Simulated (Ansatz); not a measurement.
# BCl2HO: the cost of one run

Method: PBE0-D4/def2-TZVP structures, single points in def2-TZVPP, no counterpoise correction; program: Ansatz 0.2.0, Gaussian basis.

Levels: SPW92, PBE-D4, BLYP-D4, r2SCAN-D4, B97M-V, PBE0-D4, B3LYP-D4, r2SCAN0-D4, BHLYP-D4, CAM-B3LYP-D4, wB97X-V, wB97M-V, B2PLYP, PBE-QIDH, RPA on PBE, Hartree-Fock, MP2, CCSD, CCSD(T).

Correlated methods freeze the cores. B3LYP uses VWN-RPA correlation. B2PLYP carries no dispersion term here.

94 further runs of the same task are left out: 94 set aside as unsound or not needed.

## 1. The system as given

The complex: 7 atoms, charge 0, spin multiplicity 1.

Atoms are counted from 1 here; the program's logs count them from 0.

Bond lengths: B1–Cl3 1.762 Å, B1–Cl4 1.745 Å, B1–O6 1.341 Å, H2–H5 0.747 Å, O6–H7 0.962 Å. Angles: Cl3–B1–Cl4 119.8°, Cl3–B1–O6 121.4°, Cl4–B1–O6 118.8°, B1–O6–H7 113.4°.

Geometry (Å):

```
atom    x (Å)    y (Å)    z (Å)
  B1  -0.5036   0.6911  -0.4032
  H2   0.5083  -2.1471   0.6756
 Cl3  -0.1935  -0.0321  -1.9797
 Cl4  -2.0972   0.5871   0.3002
  H5   0.5174  -1.7651   1.3172
  O6   0.4614   1.3291   0.2739
  H7   1.3072   1.3372  -0.1840
```

Its parts: BCl₂HO holds atoms 1, 3, 4, 6, 7; H₂ holds atoms 2, 5. Each part counts its atoms afresh in its own runs.

## 2. Relaxing BCl₂HO alone

relax-a/in.yaml

```yaml
crystal:
  periodic: [false, false, false]
  atoms:
    - {symbol: B, position_ang: [-0.503625, 0.691063, -0.403203]}
    - {symbol: Cl, position_ang: [-0.193547, -0.032132, -1.979677]}
    - {symbol: Cl, position_ang: [-2.097198, 0.587066, 0.300164]}
    - {symbol: O, position_ang: [0.461417, 1.329131, 0.273944]}
    - {symbol: H, position_ang: [1.307232, 1.337168, -0.184045]}
basis:
  gaussian: {orbitals: def2-TZVP}
hamiltonian: {xc: pbe0, dispersion: d4}
relax: {f_tol: 0.005, max_steps: 200}
```

Started as:

```bash
ansatz run in.yaml --threads 2 --pin off --events-out ev --progress --plain --max-ram 4352MiB
```

**Question.** How long does this run take on 2 threads of Arm Neoverse V2, shared host?

About 12 s.
